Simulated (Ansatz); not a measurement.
# C2H11BFNSi: the cost of one run

Computed with Ansatz 0.2.0, Gaussian basis. Level: the settings change from run to run.

1 further run of the same task is left out (it didn't finish). Runs told in other sessions of the task aren't counted.

## (1) The relaxed structure

The geometry comes from an earlier relaxation with PBE0-D4 in a triple-zeta def2 set; it is a stationary point, not always the lowest conformer.

SMILES `C[B-](C)(F)[NH2+][SiH3]`, 17 atoms, charge 0, spin multiplicity 1.

Atoms are counted from 1 here; the program's logs count them from 0.

Bond lengths: C1–B2 1.603 Å, C1–H7 1.094 Å, C1–H8 1.096 Å, C1–H9 1.097 Å, B2–C3 1.601 Å, B2–F4 1.430 Å, B2–N5 1.691 Å, C3–H10 1.096 Å, C3–H11 1.097 Å, C3–H12 1.094 Å, N5–Si6 1.808 Å, N5–H13 1.017 Å, N5–H14 1.016 Å, Si6–H15 1.473 Å, Si6–H16 1.473 Å, Si6–H17 1.489 Å. Angles: B2–C1–H7 109.7°, B2–C1–H8 112.8°, B2–C1–H9 113.2°, H7–C1–H8 106.5°, H7–C1–H9 106.4°, H8–C1–H9 107.8°, C1–B2–C3 117.3°, C1–B2–F4 112.0°, C1–B2–N5 106.6°, C3–B2–F4 112.1°, C3–B2–N5 107.3°, F4–B2–N5 99.8°, B2–C3–H10 112.8°, B2–C3–H11 112.5°, B2–C3–H12 110.2°, H10–C3–H11 107.8°, H10–C3–H12 106.6°, H11–C3–H12 106.5° and more.

## (2) B97/6-31++G**

Set apart from the defaults: charge -1, multiplicity 2, atoms shaken by 0.08 Å.

Contents of in.yaml:

```yaml
crystal:
  periodic: [false, false, false]
  atoms:
    - {symbol: C, position_ang: [-0.646075, -0.508373, -1.510173]}
    - {symbol: B, position_ang: [-0.138714, -0.889273, -0.035082]}
    - {symbol: C, position_ang: [1.095961, -1.595112, 0.403411]}
    - {symbol: F, position_ang: [-1.297080, -0.578151, 0.743813]}
    - {symbol: N, position_ang: [0.475791, 0.953944, 0.315146]}
    - {symbol: Si, position_ang: [-0.796968, 1.902392, 0.892626]}
    - {symbol: H, position_ang: [-1.077075, -1.610254, -1.879298]}
    - {symbol: H, position_ang: [0.187422, -0.472347, -2.284300]}
    - {symbol: H, position_ang: [-1.207048, 0.133932, -1.791086]}
    - {symbol: H, position_ang: [1.955842, -1.598496, -0.046514]}
    - {symbol: H, position_ang: [1.578737, -1.664711, 1.381903]}
    - {symbol: H, position_ang: [0.701246, -2.728419, 0.131395]}
    - {symbol: H, position_ang: [1.256388, 0.906304, 0.869160]}
    - {symbol: H, position_ang: [0.890063, 1.354055, -0.652011]}
    - {symbol: H, position_ang: [-1.934618, 1.788755, 0.057889]}
    - {symbol: H, position_ang: [-1.122614, 1.480802, 2.456566]}
    - {symbol: H, position_ang: [-0.305416, 3.221685, 0.821423]}
basis:
  gaussian: {orbitals: "6-31++G**"}
total_charge: -1
magnetization: {spin_polarized: true, initial_magnetization: 1}
hamiltonian: {xc: {name: B97}}
output: {forces: true}
```

Run with:

```
$ ansatz run in.yaml --threads 4 --pin off --events-out ev --progress --plain --max-ram 11315MiB
```

Q: Estimate wall time and peak memory on 4 threads of Intel Xeon 6975P-C, shared host.

About 22 s, with a peak of 0.99 GiB.
